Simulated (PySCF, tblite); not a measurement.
# CH₇Ge₂O radical: geometry, infrared bands and EPR parameters

Wanted: the infrared bands and EPR parameters of CH₇Ge₂O radical (`C[O][GeH2][GeH2]`), by calculation.

Programs: tblite 0.8.0 and PySCF 2.14.0, with density-fitted response routines of our own. Each step states its level of theory. These are calculated values for one molecule in the gas phase, unless marked as measured. Atoms are numbered from 0 throughout.

### Step 1. The starting structure

11 atoms, charge 0, multiplicity 2; geometry from: force field or distance geometry start.

Bonds of the start (Å): C0–O1 1.40, O1–Ge2 1.82, Ge2–Ge3 2.39, C0–H4 1.11, C0–H5 1.10, C0–H6 1.11, Ge2–H7 1.54, Ge2–H8 1.55, Ge3–H9 1.53, Ge3–H10 1.55.

### Step 2. Geometry optimisation with GFN2-xTB

The job: settings as JSON, then the geometry in Å.

```
{"job": {"kind": "relax", "xc": "GFN2-xTB", "basis": "xTB"}, "charge": 0, "multiplicity": 2}
C     -1.437800     0.836100     0.105000
O     -0.899200     0.224100    -1.036100
Ge     0.166500    -1.131100    -0.454000
Ge     2.230700    -0.239600     0.344300
H     -2.092000     1.675300    -0.222400
H     -0.658600     1.267500     0.755300
H     -2.087300     0.135500     0.674000
H      0.449900    -2.079300    -1.638500
H     -0.541800    -1.928800     0.672100
H      2.922900     0.548900    -0.775400
H      1.952100     0.694200     1.549800
```

The run is started by

```console
> OMP_NUM_THREADS=1 python probes_run.py task.json out
```

One launch serves the whole session: the jobs run in the order shown.

**Question.** This job is followed by: GFN2-xTB harmonic vibrations, gas phase; UKS B3LYP, def2-TZVP-core on Ge, pcH-1 on C H O, non-relativistic, mean-field spin-orbit, GIAO. Predict these results of the whole session: strongest single infrared mode (GFN2-xTB); zero-point energy (GFN2-xTB); g(iso) (B3LYP); ⟨S²⟩; largest a(iso) (averaged by class); potential on the surface of density 0.002 e/bohr³, 1st and 99th percentile.

As calculated:

| quantity | value |
| --- | --- |
| strongest single infrared mode (GFN2-xTB) | 1643 cm⁻¹, 1030 km/mol |
| zero-point energy (GFN2-xTB) | 40.5 kcal/mol |
| g(iso) (B3LYP) | 2.02053 |
| ⟨S²⟩ | 0.753 (exact 0.75) |
| largest a(iso) (averaged by class) | 73Ge on Ge3, -221.9 MHz |
| potential on the surface of density 0.002 e/bohr³, 1st and 99th percentile | -1.32 V and 1.10 V |

Relaxing lowered the energy by 0.457 eV in 122 steps; the close pair that moved most is Ge2–Ge3, from 2.386 to 2.485 Å. No mode is imaginary among the 27: a minimum at this level. The strongest single mode, at 1643 cm⁻¹, moves mainly H9. GFN2-xTB is a fitted tight-binding method: band positions and strengths are rough. Its intensities can rank the bands wrongly. Ge3 carries the largest spin population, 0.77 e. The isotropic g lies 18.2 ppt above the free-electron value. The hyperfine terms hold no scalar relativity, which the heavier nuclei need. These values are for one conformer; the search (at its own cheap level) found 1 more, at 0.97 kcal/mol, and measured spectra average over such forms.
